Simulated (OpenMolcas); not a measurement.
# GeH2O2 (SMILES [OH][Ge][OH]): levels of theory compared

We compute a comparison of 6 runs (HF/STO-3G, B3LYP/def2-SVPD, PBE/def2-SVPD, r2SCAN/def2-SVPD, revPBE/def2-SVPD, MP2/def2-SVPD) of GeH2O2. 

The calculation is run with OpenMolcas 26.06.

## (1) Starting point

GeH2O2: 5 atoms, total charge 0, spin state singlet. As SMILES, `[OH][Ge][OH]`. One bond was lengthened or shortened from a relaxed shape.

Bond lengths: O1–Ge2 1.790 Å, Ge2–O3 1.790 Å, O1–H4 0.961 Å, O3–H5 1.105 Å. Angles: O1–Ge2–O3 102.4°, Ge2–O1–H4 118.8°, Ge2–O3–H5 118.8°.

## (2) A single-point energy at HF/STO-3G (run 1)

The input, mol.inp:

```
>>> EXPORT MOLCAS_PRINT=2

&GATEWAY
 BASLIB
 $CurrDir
 COORD
 5
 angstrom
 O       -1.353672      -0.197801      -0.272710
 Ge      -0.329072      -0.994101       0.959990
 O        1.269228      -0.240601       0.674890
 H       -0.953572       0.452499      -0.856810
 H        1.366400       0.513200      -0.127900
 BASIS
 STO-3G
 GROUP
 NoSym

&SEWARD

&SCF
 THRESHOLDS
 1e-10 1e-07 1e-07 1e-05
 PRORBITALS
 1 1
```

The basis set STO-3G is read from a file made from the Basis Set Exchange's data (not shown).

Run with:

```bash
$ export MOLCAS_MEM=1860
$ pymolcas mol.inp > mol.log
```

The log of the run:

```text
--- Start Module: gateway ---
[...]
--- Stop Module: gateway /rc=_RC_ALL_IS_WELL_ ---
--- Start Module: seward ---
[...]
      Basis functions           30
--- Stop Module: seward /rc=_RC_ALL_IS_WELL_ ---
--- Start Module: scf ---
[...]
       Convergence after  13 Iterations
[...]
::    Total SCF energy                              -2200.5748917846
[...]
      Total spin, S                                     0.0000000000
[...]
      Total electronic charge=   50.000000
      Total            charge=   -0.000000
[...]
      Dipole Moment (debye):
      Origin of the operator (angstrom)=   -0.2340   -0.7368    0.7079
                   X=  3.2429E-01               Y=  9.4345E-01               Z= -9.3803E-01           Total=  1.3694E+00
      Quadrupole Moment (debye*angstrom):
[...]
--- Stop Module: scf /rc=_RC_ALL_IS_WELL_ ---
[...]
```

Run time: 1.4 s. Hardware: 1 thread of Arm Neoverse V2, shared host; peak memory 0.37 GiB.

## (3) A single-point energy at B3LYP/def2-SVPD (run 2)

The input, mol.input:

```
* GeH2O2 Kohn-Sham DFT
&GATEWAY
BasLib
$CurrDir
Coord
5
angstrom
O       -1.353672      -0.197801      -0.272710
Ge      -0.329072      -0.994101       0.959990
O        1.269228      -0.240601       0.674890
H       -0.953572       0.452499      -0.856810
H        1.366400       0.513200      -0.127900
Basis
def2-SVPD
Group
NoSym
&SEWARD
GridInput
Grid=UltraFine
End of Grid
&SCF
KSDFT
B3LYP
Thresholds
1e-10 1e-07 1e-07 1e-05
PrOrbitals
1
```

The basis set def2-SVPD is read from a file made from the Basis Set Exchange's data (not shown).

Run with:

```bash
$ export MOLCAS_MEM=1860
$ pymolcas mol.input > mol.log
```

The log of the run:

```text
--- Start Module: gateway ---
[...]
--- Stop Module: gateway /rc=_RC_ALL_IS_WELL_ ---
--- Start Module: seward ---
[...]
      Basis functions          100
--- Stop Module: seward /rc=_RC_ALL_IS_WELL_ ---
[...]
--- Start Module: scf ---
[...]
       Convergence after  16 Iterations
[...]
::    Total KS-DFT energy                           -2228.3791241378
[...]
      Total spin, S                                     0.0000000000
[...]
      Total electronic charge=   50.000000
      Total            charge=   -0.000000
[...]
      Dipole Moment (debye):
      Origin of the operator (angstrom)=   -0.2340   -0.7368    0.7079
                   X=  3.6162E-01               Y=  9.8490E-01               Z= -9.7199E-01           Total=  1.4302E+00
      Quadrupole Moment (debye*angstrom):
[...]
--- Stop Module: scf /rc=_RC_ALL_IS_WELL_ ---
[...]
```

Wall time 23 s (1 thread of Arm Neoverse V2, shared host); peak memory 0.56 GiB.

## (4) The energy at PBE/def2-SVPD (run 3)

The input, mol.inp:

```
>>> EXPORT MOLCAS_PRINT=2

&GATEWAY
  BasLib=$CurrDir
  Coord
  5
  angstrom
  O       -1.353672      -0.197801      -0.272710
  Ge      -0.329072      -0.994101       0.959990
  O        1.269228      -0.240601       0.674890
  H       -0.953572       0.452499      -0.856810
  H        1.366400       0.513200      -0.127900
  Basis=def2-SVPD
  Group=NoSym

&SEWARD
  GridInput
  Grid=UltraFine
  End of Grid

&SCF
  KSDFT=PBE
  Thresholds=1e-10 1e-07 1e-07 1e-05
  PrOrbitals=1 1
```

The basis set def2-SVPD is read from a file made from the Basis Set Exchange's data (not shown).

Run with:

```bash
$ export MOLCAS_MEM=1860
$ pymolcas mol.inp > mol.log
```

The log of the run:

```text
--- Start Module: gateway ---
[...]
--- Stop Module: gateway /rc=_RC_ALL_IS_WELL_ ---
--- Start Module: seward ---
[...]
      Basis functions          100
--- Stop Module: seward /rc=_RC_ALL_IS_WELL_ ---
[...]
--- Start Module: scf ---
[...]
       Convergence after  17 Iterations
[...]
::    Total KS-DFT energy                           -2227.8668148802
[...]
      Total spin, S                                     0.0000000000
[...]
      Total electronic charge=   50.000000
      Total            charge=   -0.000000
[...]
      Dipole Moment (debye):
      Origin of the operator (angstrom)=   -0.2340   -0.7368    0.7079
                   X=  3.8338E-01               Y=  1.0439E+00               Z= -1.0296E+00           Total=  1.5156E+00
      Quadrupole Moment (debye*angstrom):
[...]
--- Stop Module: scf /rc=_RC_ALL_IS_WELL_ ---
[...]
```

It took 24 s on 1 thread of Arm Neoverse V2, shared host; peak memory 0.56 GiB.

Runs 4 to 5 aren't shown in full; the table further down has their settings and results.

## (5) The energy at MP2/def2-SVPD (run 6)

The input, geom.xyz:

```xyz
5

O     -1.353672    -0.197801    -0.272710
Ge    -0.329072    -0.994101     0.959990
O      1.269228    -0.240601     0.674890
H     -0.953572     0.452499    -0.856810
H      1.366400     0.513200    -0.127900
```

The input, job.inp:

```
&GATEWAY
 BasLib=$CurrDir
 Coord=geom.xyz
 Basis=def2-SVPD
 Group=NoSym

&SEWARD

&SCF
 Thresholds=1e-10 1e-07 1e-07 1e-05
 PrOrbitals=1 1

&MBPT2
 Frozen=11
```

The basis set def2-SVPD is read from a file made from the Basis Set Exchange's data (not shown).

Run with:

```bash
$ export MOLCAS_MEM=1860
$ pymolcas job.inp > job.log
```

The log of the run:

```text
--- Start Module: gateway ---
[...]
--- Stop Module: gateway /rc=_RC_ALL_IS_WELL_ ---
[...]
      Basis functions          100
[...]
--- Start Module: scf ---
[...]
       Convergence after  14 Iterations
[...]
::    Total SCF energy                              -2225.9141968280
[...]
      Total spin, S                                     0.0000000000
[...]
      Total electronic charge=   50.000000
      Total            charge=   -0.000000
[...]
      Dipole Moment (debye):
      Origin of the operator (angstrom)=   -0.2340   -0.7368    0.7079
                   X=  4.2236E-01               Y=  1.1520E+00               Z= -1.1366E+00           Total=  1.6726E+00
      Quadrupole Moment (debye*angstrom):
[...]
--- Stop Module: scf /rc=_RC_ALL_IS_WELL_ ---
[...]
--- Start Module: mbpt2 ---
[...]
WARNING!
Default frozen orbitals as non valence orbitals is overwritten by user input.
Default values:  16
[...]
       Reference weight ( Cref**2 )         =        0.84715
::    Total MBPT2 energy                            -2226.5413028546
[...]
      Total MBPT2 calculations                           0.38      0.41
--- Stop Module: mbpt2 /rc=_RC_ALL_IS_WELL_ ---
[...]
```

Wall time 8.7 s (1 thread of Arm Neoverse V2, shared host); peak memory 0.56 GiB.

## (6) The series

```
run             level  integration grid  frozen core orbitals   energy (Eh)  dipole moment (D) of the reference  HOMO energy (eV)  LUMO energy (eV)  wall time
  1         HF/STO-3G                 –                     –  -2200.574892                                1.37             -7.12              5.73      1.4 s
  2   B3LYP/def2-SVPD         UltraFine                     –  -2228.379124                                1.43             -7.88             -1.87       23 s
  3     PBE/def2-SVPD         UltraFine                     –  -2227.866815                                1.52             -6.91             -2.41       24 s
  4  r2SCAN/def2-SVPD         UltraFine                     –  -2228.247418                                1.63             -7.15             -2.31       35 s
  5  revPBE/def2-SVPD         UltraFine                     –  -2228.128977                                1.50             -6.85             -2.33       24 s
  6     MP2/def2-SVPD                 –                    11  -2226.541303                                1.67            -10.46              1.41      8.7 s
```

## (7) What came out

| quantity | value |
| --- | --- |
| run 6: total energy | -2226.54130 Eh |
| run 6: dipole moment (mean-field density) | 1.67 D |
| run 6: HOMO energy (Hartree–Fock orbitals) | -10.46 eV |
| run 6: LUMO energy (Hartree–Fock orbitals) | 1.41 eV |
| run 6: HOMO–LUMO gap (Hartree–Fock orbitals) | 11.87 eV |
| run 6: correlation energy (11 core orbitals frozen) | -627.1 mEh |

In words: Over runs 1, 2, 3, 4, 5 the dipole moment (its size) runs from 1.37 D (HF/STO-3G) to 1.63 D (r2SCAN/def2-SVPD). The two ends differ in method and basis. Over runs 1, 2, 3, 4, 5 the HOMO–LUMO gap runs from 4.50 eV (PBE/def2-SVPD) to 12.85 eV (HF/STO-3G). Totals of different functionals can't be ranked against each other. In run 1 the basis is minimal, so the values are rough. All runs together took 1.9 min, the longest 35 s.
